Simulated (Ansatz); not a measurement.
# CaTeI3: properties of a relaxed candidate

Aim: for this structure of CaTeI3, see whether it has a gap, which orbitals make up the states near it and how charge is shared.

Computed with Ansatz 0.2.0 (DFT PBE, scalar-relativistic, plane waves, PAW, unless a step's input says otherwise).

1 further run of the same task is left out (it didn't finish).

### Step 1. Starting point

Symmetry: P4/mmm, No. 123, tetragonal system. Conventional cell: a = 6.473 Å, b = 6.473 Å, c = 6.052 Å, α = 90.00°, β = 90.00°, γ = 90.00°. Around Ca (site symmetry 4/mmm) lie 2 Te at 3.03 Å and 4 I at 3.24 Å. Te (site symmetry 4/mmm) has 2 Ca at 3.03 Å as nearest neighbours. Around I (site symmetry 4/mmm) lie 4 I at 3.24 Å. Around I (site symmetry mmm) lie 2 Ca at 3.24 Å and 2 I at 3.24 Å.

Structure file:

```xyz
5
Lattice="6.4735 0.0000 0.0000 0.0000 6.4735 0.0000 0.0000 0.0000 6.0523" Properties=species:S:1:pos:R:3 pbc="T T T"
Ca    3.2367    3.2367    3.0262
Te    3.2367    3.2367    0.0000
I     0.0000    0.0000    3.0262
I     3.2367    0.0000    3.0262
I     0.0000    3.2367    3.0262
```

The cell was relaxed beforehand at this level, from a generated guess; it needn't be the stable form of this composition. At a tolerance of 0.05 Å it has space group P4/mmm (No. 123); it has 50.73 Å³/atom, an uncorrected energy of -0.45 eV/atom over the elements.

### Step 2. Static run: bands, density of states and charges

The input, input.yaml:

```yaml
crystal:
  lattice:
    - [6.4734709171, 0.0, 0.0]
    - [0.0, 6.4734709171, 0.0]
    - [0.0, 0.0, 6.0523073356]
  atoms:
    - { symbol: Ca, position: [0.5, 0.5, 0.5] }
    - { symbol: Te, position: [0.5, 0.5, 0.0] }
    - { symbol: I, position: [0.0, 0.0, 0.5] }
    - { symbol: I, position: [0.5, 0.0, 0.5] }
    - { symbol: I, position: [0.0, 0.5, 0.5] }
basis:
  ecutwfc: 420
kpoints:
  mp_grid: { grid: [6, 6, 6] }
  band_path:
    path:
      - [[0.0, 0.0, 0.0], [0.0, 0.5, 0.0], [0.5, 0.5, 0.0], [0.0, 0.0, 0.0], [0.0, 0.0, 0.5], [0.0, 0.5, 0.5], [0.5, 0.5, 0.5], [0.0, 0.0, 0.5]]
      - [[0.0, 0.5, 0.0], [0.0, 0.5, 0.5]]
      - [[0.5, 0.5, 0.0], [0.5, 0.5, 0.5]]
    npoints: 14
hamiltonian:
  xc: pbe
scf:
  occupations: { method: gaussian, width: 0.1 }
  n_extra_bands: 12
output:
  forces: true
  stress: true
  eigenvalues: true
  populations: true
  dos: { projected: true, de: 0.02, nscf_kmesh: { grid: [8, 8, 8] } }
  bader: true
  write_density: true
  write_potential: true
  elf: true
  volumetric_format: npy
```

On the command line:

```
ansatz run input.yaml --threads 1 --pin off --max-ram 2560MiB --backend cpu --events-out ev --progress --plain --runs-dir out
```

What does the calculation give? Wanted: gap; states at the Fermi level; Bader charges.

The runs gave:

| quantity | value |
| --- | --- |
| gap | none (metal) |
| states at the Fermi level | 15.37 per eV per cell |
| Bader charges | Ca +1.45, Te -0.72, I -0.36 to -0.01 e |

**Reading.** There is no gap at this level. Of the projected weight within 0.25 eV of the Fermi level, the largest part is Te 5p (74 %). Charge transfer between the atoms is strong (Bader charges up to 1.4 e). These runs have no spin-orbit coupling; with I, Te it would split and shift bands. The final runs have no spin polarisation, so no magnetic state was tried and one may lie lower.
